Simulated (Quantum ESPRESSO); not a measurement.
GaF: zone-centre phonons under several settings

```xyz
2
Lattice="0.0000 2.8462 2.8462 2.8462 0.0000 2.8462 2.8462 2.8462 0.0000" Properties=species:S:1:pos:R:3 pbc="T T T"
Ga    1.4231    1.4231    1.4231
F     0.0000    0.0000    0.0000
```

The cell was built by a generator and needn't be a form met in nature.

All runs used Quantum ESPRESSO 7.5; potentials GBRV 1.5 LDA; k mesh 4 × 4 × 4, shifted; no spin polarisation; cutoff 762 eV; occupations smeared at first, fixed for the response.

| level | geometry | volume (Å³/atom) | pressure (GPa) | lowest optical mode without the field (cm⁻¹) | sum of the Born charges (e) |
| --- | --- | --- | --- | --- | --- |
| LDA | relaxed at 0 GPa | 20.03 | 0.1 | 92 | 0.01 |
| LDA | relaxed at 10 GPa | 16.60 | 10.3 | 164 | 0.08 |
| LDA | relaxed at 25 GPa | 14.13 | 25.2 | 229 | 0.20 |
| LDA | relaxed at 50 GPa | 11.90 | 50.1 | 314 | 0.27 |
| LDA | relaxed at 80 GPa | ? | 80.0 | ? | ? |

Question: What stands in the row left open?

Answer: Volume 10.43 Å³/atom; lowest optical mode without the field 399 cm⁻¹; sum of the Born charges 0.30 e.

Caveats: the volume moved by over 15 % at a fixed basis, so the end points are rough (some runs); the cell is more than 3 GPa from zero pressure, which shifts response properties (some runs).

For the row left open. Caveat: the mesh is thin for the dielectric tensor, Born charges and intensities, which usually come out too large; the volume moved by over 15 % at a fixed basis, so the end points are rough; the cell is more than 3 GPa from zero pressure, which shifts response properties; the Born charges break their sum rule by 0.30 e, a sign of too thin a mesh.
